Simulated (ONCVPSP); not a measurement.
# Pseudopotential generation for Nd: ONCV, LDA (Perdew-Wang 92)

Task: generate the file, and judge it by its errors in other configurations, its logarithmic derivatives, its ghosts and its cutoff.

The numbers are computed with ONCVPSP 4.0.1 (LDA (Perdew-Wang 92), scalar-relativistic, spin-unpolarised reference atom).

### Step 1. The design

The settings as typed:

```json
{
  "element": "neodymium (Nd, Z = 60)",
  "type": "optimised norm-conserving Vanderbilt (ONCV)",
  "frozen core": "[Kr] 4d10",
  "valence charge": "14",
  "reference configuration": "4f4 5s2 5p6 6s1 (charge +1)",
  "partial waves": "5s+6s: rc 2.50 bohr, ncon 3, nbas 6, qcut 4.3 1/bohr, 2 projectors; 5p: rc 2.80 bohr, ncon 3, nbas 7, qcut 4.3 1/bohr, 1 projector; d scattering state at 0.32 Ha: rc 3.00 bohr, ncon 4, nbas 7, qcut 3.6 1/bohr, 2 projectors, debl 2.5 Ha; 4f: rc 1.70 bohr, ncon 5, nbas 10, qcut 9.5 1/bohr, 2 projectors, debl 3.7 Ha",
  "local potential": "polynomial inside 1.10 bohr (lpopt 5, dvloc0 3 Ha)",
  "core correction": "not asked for"
}
```

### Step 2. The generation run

Nd.dat reads:

```
# ATOM AND REFERENCE CONFIGURATION
# atsym  z   nc   nv     iexc    psfile
  Nd 60.00    9    4  -001012      upf
#
#   n    l    f
    1    0    2.00
    2    0    2.00
    2    1    6.00
    3    0    2.00
    3    1    6.00
    3    2   10.00
    4    0    2.00
    4    1    6.00
    4    2   10.00
    4    3    4.00
    5    0    2.00
    5    1    6.00
    6    0    1.00
#
# PSEUDOPOTENTIAL AND OPTIMIZATION
# lmax
    3
#
#   l,   rc,      ep,       ncon, nbas, qcut
    0    2.50    0.00    3    6    4.30
    1    2.80    0.00    3    7    4.30
    2    3.00    0.32    4    7    3.60
    3    1.70    0.00    5   10    9.50
#
# LOCAL POTENTIAL
# lloc, lpopt,  rc(5),   dvloc0
    4    5    1.10    3.00
#
# VANDERBILT-KLEINMAN-BYLANDER PROJECTORs
# l, nproj, debl
    0    2    2.30
    1    1    3.10
    2    2    2.50
    3    2    3.70
#
# MODEL CORE CHARGE
# icmod, fcfact, rcfact
    0    0.00    0.00
#
# LOG DERIVATIVE ANALYSIS
# epsh1, epsh2, depsh
   -3.00    5.00    0.02
#
# OUTPUT GRID
# rlmax, drl
    6.00    0.01
#
# TEST CONFIGURATIONS
# ncnf
    4
# nvcnf
#   n    l    f
    4
    4    3    4.00
    5    0    2.00
    5    1    6.00
    6    0    2.00
#
    4
    4    3    4.00
    5    0    2.00
    5    1    6.00
    6    0    0.00
#
    4
    4    3    3.00
    5    0    2.00
    5    1    6.00
    6    0    0.00
#
    5
    4    3    3.00
    5    0    2.00
    5    1    6.00
    6    0    1.00
    5    2    1.00
#
```

Started as:

```bash
oncvpsp.x < Nd.dat > Nd.out
```

What does the calculation give? Wanted: cutoffs for 1 and 0.1 mHa per electron, occupied waves; bound ghosts; GHOST(+) flags; largest test error; largest phase difference near zero energy, channels read; projector energies reset by the program.

As calculated:

| quantity | value |
| --- | --- |
| cutoffs for 1 and 0.1 mHa per electron, occupied waves | 43 Ha and 98 Ha |
| bound ghosts | s at -67.79 eV, d at -620.08 eV |
| GHOST(+) flags | p at -2 eV |
| largest test error (AE − PS) | +637 meV, for 4f3 5s2 5p6 6s0 |
| largest phase difference near zero energy, channels read | 2.489 rad |
| projector energies reset by the program | d: -0.277, 2.223 Ha |

In words: It has a bound ghost (s, d), a state that the atom doesn't have, and that rules the file out. The worst unpolarised test, 4f3 5s2 5p6 6s0, is off by 637 meV on 33.7 eV; by total energies transferability rates as poor. It counts as hard, with 43 Ha needed at the looser tolerance. At the looser tolerance the 4f wave is the slowest; 6s needs 6 Ha. Near zero energy the largest phase difference among the channels read is 2.49 rad, in the p channel. The pseudo curves have poles with no partner nearby in the atom's: s at -2.48 Ha, p at -0.03 Ha. The program also flags highly localised states, GHOST(+) (p).
